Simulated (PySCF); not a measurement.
# C3H6B2F2: the cost of one run

Computed with PySCF 2.14.0, with density-fitted response routines of our own, on a single molecule in the gas phase. Atoms count from 0, in the outputs and in this text.

### Step 1. Starting geometry

13 atoms, charge 0, multiplicity 1; geometry from: GFN2-xTB. The atoms were then displaced at random by about 0.01 Å, so the start is not that level's minimum.

Bonds of the start (Å): C0–C1 1.31, C1–B2 1.54, B2–B3 1.68, B3–F4 1.31, C1–C5 1.50, C5–F6 1.39, C0–H7 1.09, C0–H8 1.10, B2–H9 1.19, B3–H10 1.19, C5–H11 1.08, C5–H12 1.10.

### Step 2. Optimising the geometry at PBE0-D3(BJ)/def2-SVP

Job settings and geometry (Å):

```
{"job": {"xc": "PBE0", "basis": "def2-SVP", "d3": "d3bj", "grid": 1, "shake": 0.01, "kind": "geom"}, "charge": 0, "multiplicity": 1}
C     -1.082690     1.531180     0.800670
C     -0.445630     0.415850     0.561060
B      1.077280     0.300130     0.780550
B      2.051940    -0.813860    -0.022250
F      2.667120    -0.587520    -1.155100
C     -1.207770    -0.742430    -0.015940
F     -0.441290    -1.460570    -0.918890
H     -2.129410     1.692240     0.535980
H     -0.617170     2.412850     1.259160
H      1.547580     1.023440     1.603850
H      2.188010    -1.913350     0.412490
H     -2.105550    -0.430950    -0.533360
H     -1.496590    -1.443890     0.774140
```

Run with:

```console
$ OMP_NUM_THREADS=1 python probes_run.py task.json out
```

The driver reads the jobs from task.json and runs them one after another.

**Question.** How long does this first job take on 1 thread of Arm Neoverse V2, shared host, and how much memory does it need?

About 57 s, with a peak of 0.5 GiB.
